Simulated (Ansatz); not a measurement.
**CHClNOSi radical: one species, many methods**

Aim: compute CHClNOSi radical with functionals from several rungs and with coupled cluster, and see how far each lands from CCSD(T) at the basis-set limit for the atomisation energy.

Program: Ansatz 0.2.0, Gaussian basis. Level of theory: functionals in def2-TZVPP, the program's frozen cores in correlated methods. These are calculated values, not measurements.

Plan: LDA (SPW92), PBE-D4, revPBE-D4, BLYP-D4, r2SCAN-D4, B97M-V, PBE0-D4, B3LYP-D4, r2SCANh-D4, r2SCAN0-D4, HSE06-D4, BHLYP-D4, CAM-B3LYP-D4, LC-ωPBE, ωB97X-V, ωB97M-V, B2PLYP, PBE-QIDH; CCSD(T)/def2-SVP; CCSD(T)/def2-TZVPP; MP2/def2-QZVPP; extrapolation to the limit; RPA on PBE.

## 1. The relaxed structure

All runs share one geometry, relaxed beforehand with PBE0-D4 in a triple-zeta def2 set.

6 atoms, charge 0, spin multiplicity 2.

Atoms are counted from 1 here; the program's logs count them from 0.

Bond lengths: O1–C2 1.161 Å, C2–N3 1.200 Å, N3–Si4 1.703 Å, Si4–Cl5 2.051 Å, Si4–H6 1.484 Å. Angles: O1–C2–N3 177.4°, C2–N3–Si4 153.5°, N3–Si4–Cl5 110.0°, N3–Si4–H6 107.4°, Cl5–Si4–H6 108.4°.

Coordinates:

```xyz
6
charge 0, multiplicity 2
O    -1.13205    1.77304    1.81439
C    -0.70009    0.91424    1.16326
N    -0.29472   -0.00422    0.50606
Si    0.84605   -0.77562   -0.49563
Cl    0.95741    0.18878   -2.30277
H     0.36550   -2.16022   -0.73152
```

## 2. LDA

This LDA is Slater exchange with PW92 correlation.

in.yaml

```yaml
crystal:
  periodic: [false, false, false]
  atoms:
    - {symbol: O, position_ang: [-1.132050, 1.773040, 1.814393]}
    - {symbol: C, position_ang: [-0.700091, 0.914242, 1.163265]}
    - {symbol: N, position_ang: [-0.294724, -0.004218, 0.506058]}
    - {symbol: Si, position_ang: [0.846054, -0.775620, -0.495628]}
    - {symbol: Cl, position_ang: [0.957411, 0.188780, -2.302766]}
    - {symbol: H, position_ang: [0.365500, -2.160222, -0.731522]}
basis:
  gaussian: {orbitals: def2-TZVPP}
magnetization: {spin_polarized: true, initial_magnetization: 1}
hamiltonian: {xc: lda}
output: {orbitals: {seedname: orbitals}}
```

Started as:

```console
$ ansatz run in.yaml --threads 4 --pin off --events-out ev --progress --plain --max-ram 10444MiB
```

After this run come: PBE-D4 (GGA); revPBE-D4 (GGA); BLYP-D4 (GGA); r2SCAN-D4 (meta-GGA); B97M-V (meta-GGA); PBE0-D4 (hybrid); B3LYP-D4 (hybrid); r2SCANh-D4 (hybrid); r2SCAN0-D4 (hybrid); HSE06-D4 (hybrid); BHLYP-D4 (hybrid); CAM-B3LYP-D4 (range-separated); LC-ωPBE (range-separated); ωB97X-V (range-separated); ωB97M-V (range-separated); B2PLYP (double hybrid); PBE-QIDH (double hybrid); CCSD(T) in def2-SVP; CCSD(T) in def2-TZVPP; MP2 in def2-QZVPP; RPA on PBE orbitals.

**Question.** What will the summary of the whole plan be? Wanted: atomisation energy, CCSD(T)/CBS; farthest beyond LDA; mean size of error, GGA; mean size of error, meta-GGA; mean size of error, hybrid; mean size of error, range-separated; mean size of error, double hybrid; gap, smallest and largest; T1 diagnostic.

**Answer**, as computed:

| quantity | value |
| --- | --- |
| atomisation energy, CCSD(T)/CBS | 582.7 kcal/mol |
| functionals within 2.9 kcal/mol (0.5 %) | B2PLYP, PBE-QIDH |
| farthest beyond LDA | PBE-D4 (+37.7 kcal/mol) |
| mean size of error, GGA | 24.1 kcal/mol |
| mean size of error, meta-GGA | 13.0 kcal/mol |
| mean size of error, hybrid | 11.7 kcal/mol |
| mean size of error, range-separated | 7.1 kcal/mol |
| mean size of error, double hybrid | 0.8 kcal/mol |
| gap, smallest and largest | 1.12 eV (LDA (SPW92)), 8.54 eV (LC-ωPBE) |
| T1 diagnostic | 0.0166 |
| triples share of the correlation energy | 4.6 % |

The LDA atomisation energy is off by 118.6 kcal/mol (20 %): it overbinds. PBE-D4 misses by +37.7 kcal/mol. Double hybrids carry the basis error of their MP2 part in triple zeta, and no dispersion term here, so their miss is partly the set-up's. By mean error the best rung here is double hybrid (0.8 kcal/mol) and the worst beyond LDA is GGA (24.1 kcal/mol). Misses under about 2.9 kcal/mol are within the doubt on the reference itself, which lacks core-valence correlation, relativity and higher excitations. Hartree-Fock recovers 66 % of the binding; the rest is correlation. CCSD(T) in def2-SVP is off by -44.3 kcal/mol, which most functionals beat. The gap grows from 1.1 to 8.5 eV across the functionals, mostly with the share of exact exchange.
